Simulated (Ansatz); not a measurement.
## BrClH2O2Sn, SMILES [OH][Sn]([OH])([Cl])[Br]: a single point from an input written key by key, step by step

Program: Ansatz's Python interface.

Input file `brclh2o2sn.yaml`:
```yaml
crystal:
  periodic: [false, false, false]
  atoms:
    - { symbol: O, position_ang: [-0.6007, 0.6394, 1.4948] }
    - { symbol: Sn, position_ang: [-0.0066, 0.0425, -0.278] }
    - { symbol: O, position_ang: [1.8096, -0.6489, -0.1039] }
    - { symbol: Cl, position_ang: [-1.34, -1.6616, -1.0573] }
    - { symbol: Br, position_ang: [-0.017, 1.9475, -1.9377] }
    - { symbol: H, position_ang: [-1.5661, 1.0292, 1.3035] }
    - { symbol: H, position_ang: [1.7821, -1.4162, 0.5329] }
basis:
  gaussian: { orbitals: def2-SVP }
hamiltonian:
  xc: { name: wB97M-V }
output:
  forces: true
```

Interactive session:
```pycon
>>> import ansatz as az
>>> import numpy as np
>>> session = az.Session.from_deck('brclh2o2sn.yaml')
>>> report = session.plan(threads=1).execute().report

>>> print(f'E = {report["free_energy_ev"]:.6f} eV = {report["free_energy_ev"] / 27.211386246:.7f} Ha')
E = -92507.245105 eV = -3399.5785539 Ha
>>> print('converged:', report['converged'], ' doubts:', report['published_state_doubts'] or 'none')
converged: True  doubts: none
>>> symbols = ['O', 'Sn', 'O', 'Cl', 'Br', 'H', 'H']
>>> state = report['mean_field']['state']
>>> print(f'mean field: {state["energy"]["hartree"]:.7f} Ha, <S^2> = {abs(state["spin_squared"]):.4f}, stability: {state.get("stability", {}).get("kind")}')
mean field: -3399.5785539 Ha, <S^2> = 0.0000, stability: minimum
>>> print('forces (eV/A)')
forces (eV/A)
>>> for symbol, f in zip(symbols, report['forces_ev_ang']):
...     print(f'  {symbol:2s} {f[0]:9.4f} {f[1]:9.4f} {f[2]:9.4f}')
...
  O    -3.3022    1.2591   -0.8941
  Sn    0.4403    0.8981   -0.6486
  O    -0.0117   -1.0470    0.9206
  Cl   -0.3132   -0.2405   -0.1155
  Br   -0.0023   -0.7387    0.6470
  H     3.0045   -1.1400    0.9616
  H     0.1845    1.0091   -0.8710
>>> charges = report['charge_distribution']
>>> print('dipole moment', round(4.803205 * float(np.linalg.norm(charges['dipole_moment_e_ang'])), 3), 'D')
dipole moment 1.731 D
>>> print('Mulliken:', [(s, round(q, 3)) for s, q in zip(symbols, charges['mulliken_charges_e'])])
Mulliken: [('O', -0.465), ('Sn', 0.95), ('O', -0.456), ('Cl', -0.235), ('Br', -0.245), ('H', 0.234), ('H', 0.217)]
```

Total energies depend on the basis set; only differences at equal settings carry meaning. The geometry is a force-field or estimated start, not a minimum of this method, and the basis set is short of its limit. The whole script took 28 s on 1 thread of Arm Neoverse V1, with other jobs on the host, peak memory 0.46 GiB.

(Lines on the test bed's own set-up are left out of the output.)
